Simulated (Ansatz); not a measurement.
# Al2O3: the cost of one run

Method: DFT LDA+D3(BJ), scalar-relativistic, plane waves, PAW, in Ansatz 0.2.0.

40 further runs of the same task are left out: 40 set aside as unsound or not needed.

## Step 1: The structure to begin with

The structure is hexagonal, space group P-6m2 (No. 187). Conventional cell: a = 2.822 Å, b = 2.822 Å, c = 6.939 Å, α = 90.00°, β = 90.00°, γ = 120.00°. Al (site symmetry 3m) has 6 O at 1.76 to 2.12 Å as nearest neighbours. O (site symmetry 3m) is surrounded by 3 Al at 1.76 Å. O (site symmetry -6m2) is surrounded by 6 Al at 2.12 Å.

Coordinates:

```
CELL_PARAMETERS angstrom
2.82168 0.00000 0.00000
-1.41084 2.44364 0.00000
0.00000 0.00000 6.93945
ATOMIC_POSITIONS crystal
Al 0.00000 0.00000 0.19659
Al 0.00000 0.00000 0.80341
O 0.33333 0.66667 0.29315
O 0.66667 0.33333 0.00000
O 0.33333 0.66667 0.70685
```

It goes back to an entry of the Materials Project, which need not be the stable form.

This cell was relaxed beforehand with the same method: volume 9.57 Å³/atom, gap on the mesh 4.80 eV.

## Step 2: Setting up the map

Atoms count from 1 in the order of the input.

The energy is mapped over a free internal coordinate and the cell.

First coordinate, shift of Al1 along [0 0 1], its symmetry partners moved as symmetry demands (measured in the relaxed cell): 9 values from −0.150 Å. Second coordinate, c/a of the conventional cell at fixed volume: 9 values from 2.263 to 2.656.

Nothing else is relaxed (all other coordinates fixed). Energies count from the relaxed crystal. Points are written as (first, second).

## Step 3: Grid point (−0.150 Å, 2.656)

Contents of input.yaml:

```yaml
crystal:
  lattice:
    - [2.7502044519, 0.0, 0.0]
    - [-1.375102226, 2.381746921, 0.0]
    - [0.0, 0.0, 7.3048180447]
  atoms:
    - { symbol: Al, position: [0.0, 0.0, 0.1749755177] }
    - { symbol: Al, position: [0.0, 0.0, 0.8250244823] }
    - { symbol: O, position: [0.3333333333, 0.6666666667, 0.2931479054] }
    - { symbol: O, position: [0.6666666667, 0.3333333333, 0.0] }
    - { symbol: O, position: [0.3333333333, 0.6666666667, 0.7068520946] }
basis:
  ecutwfc: 520.0
kpoints:
  mp_grid: { grid: [9, 9, 4] }
hamiltonian:
  xc: lda
  dispersion: d3bj
scf:
  occupations: { method: gaussian, width: 0.05 }
output:
  forces: true
  stress: true
  eigenvalues: true
```

Started as:

```bash
> ansatz run input.yaml --threads 1 --pin off --max-ram 2048MiB --backend cpu --events-out ev --progress --plain --runs-dir out
```

Q: Estimate wall time and peak memory on 1 thread of Intel Xeon Platinum 8259CL at 2.50GHz (Skylake/Cascade Lake), shared host.

About 3.9 s, with a peak of 0.38 GiB.
